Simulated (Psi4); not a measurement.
# SAPT0/heavy-aug-cc-pVDZ (density fitting, density fitting for correlation, fragments set) run of C2H7AlS (SMILES C=C.[AlH2][SH])

Aim: the interaction energy of C2H7AlS. The job is set up through a Python script.

The calculation is run with Psi4 1.11.

3 further runs of the same task are left out: 3 set aside as unsound or not needed. Runs told in other sessions of the task aren't counted.

### Step 1. Starting point

The species is C2H7AlS (11 atoms), meant as a singlet with charge 0. SMILES: `C=C.[AlH2][SH]`. Geometry: a GFN2-xTB relaxation, a rough one for these elements and not checked as a minimum.

Bond lengths: C1–C2 1.331 Å, Al7–S8 2.198 Å, C1–H3 1.080 Å, C1–H4 1.083 Å, C2–H5 1.083 Å, C2–H6 1.079 Å, Al7–H9 1.543 Å, Al7–H10 1.543 Å, S8–H11 1.327 Å. Angles: C1–C2–H5 121.5°, C1–C2–H6 122.0°, C2–C1–H3 122.1°, C2–C1–H4 121.6°, Al7–S8–H11 90.1°, S8–Al7–H9 118.1°, S8–Al7–H10 117.7°, H5–C2–H6 116.3°, H3–C1–H4 116.2°, H9–Al7–H10 119.0°.

### Step 2. The interaction energy at SAPT0/heavy-aug-cc-pVDZ (density fitting, density fitting for correlation, fragments set)

The input, c2h7als.py:

```python
import psi4

psi4.set_memory(1600000000)
psi4.set_num_threads(1)
psi4.core.set_output_file('psi4.out', False)

geom = psi4.geometry("""
0 1
C     -0.954520    -1.046720    -0.002810
C     -1.556060     0.131270    -0.154940
H     -0.956750    -1.573960     0.939580
H     -0.506260    -1.566990    -0.840650
H     -1.623100     0.611740    -1.122740
H     -2.074680     0.617330     0.657240
--
0 1
Al     0.912480     0.678640    -0.210470
S      2.081120    -0.597620     1.144380
H      1.087890     0.478030    -1.730600
H      0.463970     2.059120     0.314110
H      3.125900     0.209160     1.006910
units angstrom
symmetry c1
no_reorient
no_com
""")

options = {'basis': 'heavy-aug-cc-pVDZ', 'scf_type': 'df'}
psi4.set_options(options)

e_tot = psi4.energy('sapt0', molecule=geom)
print(f'sapt0 energy: {e_tot:.10f} Eh')
```

The run is started by

```bash
$ python c2h7als.py
```

What values should one expect? Wanted: interaction energy.

Computed results:

Level: SAPT0/heavy-aug-cc-pVDZ (density fitting, density fitting for correlation, fragments set).

| quantity | value |
| --- | --- |
| interaction energy | -70.27 kJ/mol |
